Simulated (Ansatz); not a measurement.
# KCl (Fm-3m): energy and pressure against volume

One table from this session's results is given with a row withheld; the runs are named, their logs left out.

Computed with Ansatz 0.2.0 (DFT r²SCAN, scalar-relativistic, plane waves, PAW, unless a step's input says otherwise).

**The structure to begin with**

Symmetry: Fm-3m, No. 225, cubic system. The conventional cell has a = 6.292 Å, b = 6.292 Å, c = 6.292 Å, α = 90.00°, β = 90.00°, γ = 90.00°. K (site symmetry m-3m) has 6 Cl at 3.15 Å as nearest neighbours. Cl (site symmetry m-3m) has 6 K at 3.15 Å as nearest neighbours.

Structure file:

```cif
data_structure
_symmetry_space_group_name_H-M 'Fm-3m'
_symmetry_Int_Tables_number 225
_cell_length_a 6.2921
_cell_length_b 6.2921
_cell_length_c 6.2921
_cell_angle_alpha 90.000
_cell_angle_beta 90.000
_cell_angle_gamma 90.000
_cell_volume 249.11
loop_
_atom_site_label
_atom_site_type_symbol
_atom_site_symmetry_multiplicity
_atom_site_Wyckoff_symbol
_atom_site_fract_x
_atom_site_fract_y
_atom_site_fract_z
_atom_site_occupancy
K1 K 4 a 0.00000 0.00000 0.00000 1
Cl1 Cl 4 b 0.50000 0.00000 0.00000 1
```

This cell comes from an earlier session at r²SCAN: 31.139 Å³/atom at 0.01 GPa, on a 6×6×6 mesh.

Set-up of the first run:

Input file input.yaml:

```yaml
crystal:
  lattice:
    - [0.0, 3.1035414181, 3.1035414181]
    - [3.1035414181, 0.0, 3.1035414181]
    - [3.1035414181, 3.1035414181, 0.0]
  atoms:
    - { symbol: K, position: [0.0, 0.0, 0.0] }
    - { symbol: Cl, position: [0.5, 0.5, 0.5] }
basis:
  ecutwfc: 500
  ecutrho_ratio: 4
kpoints:
  mp_grid: { grid: [6, 6, 6] }
hamiltonian:
  xc: r2scan
scf:
  occupations: { method: gaussian, width: 0.05 }
output:
  forces: true
  stress: true
  eigenvalues: true
```

Command:

```console
$ ansatz run input.yaml --threads 1 --pin off --max-ram 2560MiB --backend cpu --events-out ev --progress --plain --runs-dir out
```

Among the steps run: Volume × 0.96; Volume × 1.04; Volume × 0.92; Volume × 0.88; Volume × 0.84; Volume × 0.8.

One of the session's tables, all rows but one given; the rest of the session is left out.

It belongs to the step «The curve». 

```
volume (Å³/atom)  energy above the lowest (meV/atom)  pressure (GPa)  gap on the mesh (eV)
          24.911                               116.3             7.4                  6.69
          26.157                                67.7             5.2                  6.52
          27.402                                34.8             3.4                  6.32
          28.648                                14.2             2.0                  6.14
          29.893                                   ?               ?                     ?
          31.139                                 0.0             0.0                  5.83
          32.384                                 2.7            -0.7                  5.69
```

Estimate the missing values for volume (Å³/atom) = 29.893.

Worked estimate for «energy above the lowest (meV/atom)». A straight line through the neighbours (28.648, 14.2) and (31.139, 0.0) gives 14.2 + (0.0 − 14.2) × (29.893 − 28.648) / (31.139 − 28.648) = 7.1; a parabola fitted to 4 rows on both sides gives 3.2.

As computed: energy above the lowest (meV/atom): 3.3; pressure (GPa): 0.9; gap on the mesh (eV): 5.98. In «energy above the lowest (meV/atom)» the line misses by +3.8 and the parabola by -0.1.

Caveats from the session: Other structures may be lower in enthalpy at these pressures.
